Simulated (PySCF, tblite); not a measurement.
# C₈H₁₁O₂−: geometry, infrared bands and NMR shifts

Wanted: the infrared bands and NMR shifts of C₈H₁₁O₂− (`C#C[C@@H](CC)[C@@H](C)C(=O)[O-]`), by calculation.

Computed with tblite 0.8.0 and PySCF 2.14.0, with density-fitted response routines of our own, on a single molecule in the gas phase. Atoms count from 0, in the outputs and in this text.

**1. The molecule as given**

21 atoms, charge -1, multiplicity 1; geometry from: force field or distance geometry start.

Bonds of the start (Å): C0–C1 1.19, C1–C2 1.50, C2–C3 1.53, C3–C4 1.52, C2–C5 1.55, C5–C6 1.53, C5–C7 1.54, C7–O8 1.27, C7–O9 1.27, C0–H10 1.07, C2–H11 1.10, C3–H12 1.11, C3–H13 1.10, C4–H14 1.09, C4–H15 1.10, C4–H16 1.10, C5–H17 1.10, C6–H18 1.10, C6–H19 1.09, C6–H20 1.09.

**2. Relaxing the molecule with GFN2-xTB**

What the job is given:

```
{"job": {"kind": "relax", "xc": "GFN2-xTB", "basis": "xTB"}, "charge": -1, "multiplicity": 1}
C      0.055800     2.263400    -1.729800
C      0.058500     1.251500    -1.103100
C      0.090800    -0.020800    -0.304800
C      1.475400    -0.187200     0.329900
C      2.584400    -0.420700    -0.677100
C     -1.036500     0.000200     0.754700
C     -2.435600     0.142100     0.159900
C     -1.077500    -1.318300     1.540100
O     -0.974400    -2.381000     0.849900
O     -1.228900    -1.194600     2.790100
H      0.023600     3.169300    -2.290400
H     -0.091400    -0.852800    -1.002500
H      1.470300    -1.056600     1.023200
H      1.730400     0.681600     0.946400
H      2.365800    -1.281200    -1.309400
H      3.533300    -0.598700    -0.159800
H      2.720600     0.454100    -1.331000
H     -0.865000     0.823100     1.459500
H     -3.207300     0.020100     0.939700
H     -2.617000    -0.610600    -0.606300
H     -2.584200     1.133900    -0.279600
```

Command:

```
$ OMP_NUM_THREADS=1 python probes_run.py task.json out
```

The driver reads the jobs from task.json and runs them one after another.

**Question.** This job is followed by: GFN2-xTB harmonic vibrations, gas phase; GIAO PBE0/pcSseg-1 NMR shielding, non-relativistic, gas phase. Predict these results of the whole session: strongest single infrared mode (GFN2-xTB); zero-point energy (GFN2-xTB); ¹³C shifts against TMS (PBE0/pcSseg-1); ¹H shifts against TMS (PBE0/pcSseg-1, means over atoms taken as alike); ¹⁷O shifts against H2O (PBE0/pcSseg-1).

As calculated:

```
                                                              quantity                                                 value
                             strongest single infrared mode (GFN2-xTB)                                 1791 cm⁻¹, 608 km/mol
                                          zero-point energy (GFN2-xTB)                                        105.5 kcal/mol
                                ¹³C shifts against TMS (PBE0/pcSseg-1)  173.9, 102.5, 68.9, 56.8, 40.0, 31.9, 20.6, 16.1 ppm
¹H shifts against TMS (PBE0/pcSseg-1, means over atoms taken as alike)          2.46, 2.24, 1.54, 1.20, 1.06, 0.96, 0.94 ppm
                                ¹⁷O shifts against H2O (PBE0/pcSseg-1)                                      363.1, 291.4 ppm
```

The optimisation took 69 steps and gained 0.210 eV; among the close pairs (by a distance rule), C5–C7 changed most, from 1.535 to 1.602 Å. No mode is imaginary among the 57: a minimum at this level. The strongest single mode, at 1791 cm⁻¹, moves mainly C7. Unscaled tight-binding wavenumbers are off by several per cent, some by more. Its intensities can rank the bands wrongly.
